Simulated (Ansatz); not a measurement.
# [TbCl6]3-: the relaxed shape and its frontier levels

Aim: characterise [TbCl6]3- as a septet: its structure, frontier levels and distribution of charge and spin.

The runs use Ansatz 0.2.0, Gaussian basis; UKS PBE0-D4/def2-TZVP.

Plan: relaxation at r2SCAN-D4/def2-SVP; a search for the lowest solution at PBE-D4/def2-SVP; a single point at PBE0-D4/def2-TZVP.

### Step 1. Where the work starts

7 atoms, charge -3, spin multiplicity 7.

Atoms are counted from 1 here; the program's logs count them from 0.

Bond lengths: Tb1–Cl2 2.678 Å, Tb1–Cl3 2.681 Å, Tb1–Cl4 2.681 Å, Tb1–Cl5 2.678 Å, Tb1–Cl6 2.677 Å, Tb1–Cl7 2.682 Å. Angles: Cl2–Tb1–Cl3 179.6°, Cl2–Tb1–Cl4 90.3°, Cl2–Tb1–Cl5 89.8°, Cl2–Tb1–Cl6 89.9°, Cl2–Tb1–Cl7 90.2°, Cl3–Tb1–Cl4 89.9°, Cl3–Tb1–Cl5 90.0°, Cl3–Tb1–Cl6 89.8°, Cl3–Tb1–Cl7 90.1°, Cl4–Tb1–Cl5 179.8°, Cl4–Tb1–Cl6 89.9°, Cl4–Tb1–Cl7 89.9°, Cl5–Tb1–Cl6 90.3°, Cl5–Tb1–Cl7 90.0°, Cl6–Tb1–Cl7 179.7°.

Tb takes a core potential in the def2 sets. No spin-orbit coupling is included. The ion is computed in the gas phase, without counter-ions or solvent.

The start is a GFN2-xTB geometry.

### Step 2. Relaxation at r2SCAN-D4/def2-SVP

Input file in.yaml:

```yaml
crystal:
  periodic: [false, false, false]
  atoms:
    - {symbol: Tb, position_ang: [-0.000480, -0.000520, 0.002060]}
    - {symbol: Cl, position_ang: [-0.029720, 0.003200, 2.680370]}
    - {symbol: Cl, position_ang: [0.017300, 0.010120, -2.679010]}
    - {symbol: Cl, position_ang: [2.680910, 0.007890, 0.015910]}
    - {symbol: Cl, position_ang: [-2.678160, -0.014690, -0.017760]}
    - {symbol: Cl, position_ang: [-0.002700, 2.676970, 0.001610]}
    - {symbol: Cl, position_ang: [0.012860, -2.682960, -0.003180]}
basis:
  gaussian: {orbitals: def2-SVP}
total_charge: -3
magnetization: {spin_polarized: true, initial_magnetization: 6}
hamiltonian: {xc: r2scan, dispersion: d4}
scf: {lower_state_search: "off"}
output: {orbitals: {seedname: orbitals}}
relax: {f_tol: 0.03, max_steps: 70}
```

Run with:

```console
$ ansatz run in.yaml --threads 4 --pin off --events-out ev --progress --plain --max-ram 6963MiB
```

Further steps of the session: Searching for the lowest solution, PBE-D4/def2-SVP; Single point, PBE0-D4/def2-TZVP.

Q: Predict the results of all the runs planned. Wanted: point group; near neighbours of the metal; HOMO, LUMO at PBE0-D4/def2-TZVP; ⟨S²⟩; charge on the metal; spin on the metal.

The runs gave:

| quantity | value |
| --- | --- |
| point group | Oh |
| near neighbours of the metal | Cl 2.73, Cl 2.73, Cl 2.73, Cl 2.73, Cl 2.73, Cl 2.73 Å |
| HOMO, LUMO at PBE0-D4/def2-TZVP (over both spins) | 3.35, 9.92 eV |
| ⟨S²⟩ | 12.008 |
| charge on the metal (Mulliken, PBE0-D4/def2-TZVP) | +1.46 e |
| spin on the metal (Mulliken) | 6.04 |

The molecule keeps its bonding pattern by the stored test; the atoms moved 0.04 Å (rms). Of 6 unpaired electrons, 6.04 sit on the metal by Mulliken's count. No usable vibrations, so a minimum isn't proven. The alpha HOMO lies nearest to Cl6, Cl7 about 23 % each; 4 Cl atoms about 13 % each and the alpha LUMO to 6 Cl atoms about 17 % each. Doubts on the single point: highest occupied level lies above zero. Whether this spin is the lowest isn't tested here.

A small anion of this charge may not be bound in the gas phase; the finite basis can hold electrons that would leave.
